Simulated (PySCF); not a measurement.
**From one method to the next for InSe**

Aim: see what other levels and later steps give for InSe.

Program: PySCF 2.14.0. Level of theory: each script names its method and basis. These are calculated values, not measurements.

9 further runs of the same task are left out: 1 for a known fault of the program, 8 that didn't finish.

## 1. The starting structure

InSe: 2 atoms, charge 0, spin multiplicity 2.

Bond lengths: In1–Se2 2.505 Å.

## 2. The base run

input.py reads:

```python
from pyscf import gto, dft
from pyscf.prop.polarizability import uhf as pol

mol = gto.M(
    atom='In 0 0 0; Se 0 0 2.505',
    basis='lanl2dz',
    ecp={'In': 'lanl2dz', 'Se': 'lanl2dz'},
    charge=0,
    spin=1,
    symmetry=True,
    verbose=4,
)
mf = dft.UKS(mol, xc='revtpss')
mf.kernel()
print('polarizability (a.u.)')
print(pol.Polarizability(mf).polarizability().round(4))
mf.dip_moment()
print('orbital energies (hartree):', [e[max(0, n-3):n+3].round(4) for e, n in zip(mf.mo_energy, mol.nelec)])
```

Run with:

```sh
OMP_NUM_THREADS=1 python input.py
```

## 3. Lc_wpbe

Edit 1 changes functional: revtpss → lc_wpbe.

input.py: that of step 2 with these lines changed.

```diff
@@ -12,3 +12,3 @@
 )
-mf = dft.UKS(mol, xc='revtpss')
+mf = dft.UKS(mol, xc='lc_wpbe')
 mf.kernel()
```

## 4. Mn15

Edit 2 changes functional: revtpss → mn15.

input.py: that of step 2 with these lines changed.

```diff
@@ -12,3 +12,3 @@
 )
-mf = dft.UKS(mol, xc='revtpss')
+mf = dft.UKS(mol, xc='mn15')
 mf.kernel()
```

## 5. Wb97x

Edit 3 changes functional: revtpss → wb97x.

input.py: that of step 2 with these lines changed.

```diff
@@ -12,3 +12,3 @@
 )
-mf = dft.UKS(mol, xc='revtpss')
+mf = dft.UKS(mol, xc='wb97x')
 mf.kernel()
```

## 6. Camb3lyp

Edit 4 changes functional: revtpss → camb3lyp.

input.py: that of step 2 with these lines changed.

```diff
@@ -12,3 +12,3 @@
 )
-mf = dft.UKS(mol, xc='revtpss')
+mf = dft.UKS(mol, xc='camb3lyp')
 mf.kernel()
```

## 7. Hf,lyp

Edit 5 changes functional: revtpss → hf,lyp.

input.py: that of step 2 with these lines changed.

```diff
@@ -12,3 +12,3 @@
 )
-mf = dft.UKS(mol, xc='revtpss')
+mf = dft.UKS(mol, xc='hf,lyp')
 mf.kernel()
```

## 8. MP2 (UHF)

Edit 6 changes step after the SCF: polarizability → mp2; SCF type: UKS → UHF; functional: revtpss → none (Hartree–Fock).

input.py reads:

```python
from pyscf import gto, scf, mp

mol = gto.M(
    atom='In 0 0 0; Se 0 0 2.505',
    basis='lanl2dz',
    ecp={'In': 'lanl2dz', 'Se': 'lanl2dz'},
    charge=0,
    spin=1,
    symmetry=True,
    verbose=4,
)
mf = scf.UHF(mol)
mf.kernel()
mp.MP2(mf).kernel()
mf.dip_moment()
print('orbital energies (hartree):', [e[max(0, n-3):n+3].round(4) for e, n in zip(mf.mo_energy, mol.nelec)])
```

What does the calculation give? Wanted: for each run, E(SCF); from base; gap, α spin; SCF dipole; after the SCF.

The runs gave:

```
      run  E(SCF) (hartree)  from base (eV)  cycles  gap, α spin (eV)  SCF dipole (D)              after the SCF
     base        -11.110394               0      12              3.13            4.24                        n/a
  lc_wpbe        -11.123751  not comparable      11              8.58            5.14                        n/a
     mn15        -11.027207  not comparable      11              4.90            4.60                        n/a
    wb97x        -11.095605  not comparable      11              8.33            4.92                        n/a
 camb3lyp        -11.079719  not comparable      11              6.55            4.79                        n/a
   hf,lyp        -11.027083  not comparable      11              9.28            5.52                        n/a
MP2 (UHF)        -10.835936  not comparable      12              9.16            5.27  MP2 correlation -1.331 eV
```

In words: The α-spin gap between the frontier levels is 3.1 eV with revtpss (0 % exact exchange) and 4.9 eV with mn15 (44 %): exact exchange opens it. A lower total energy from another functional means nothing by itself.
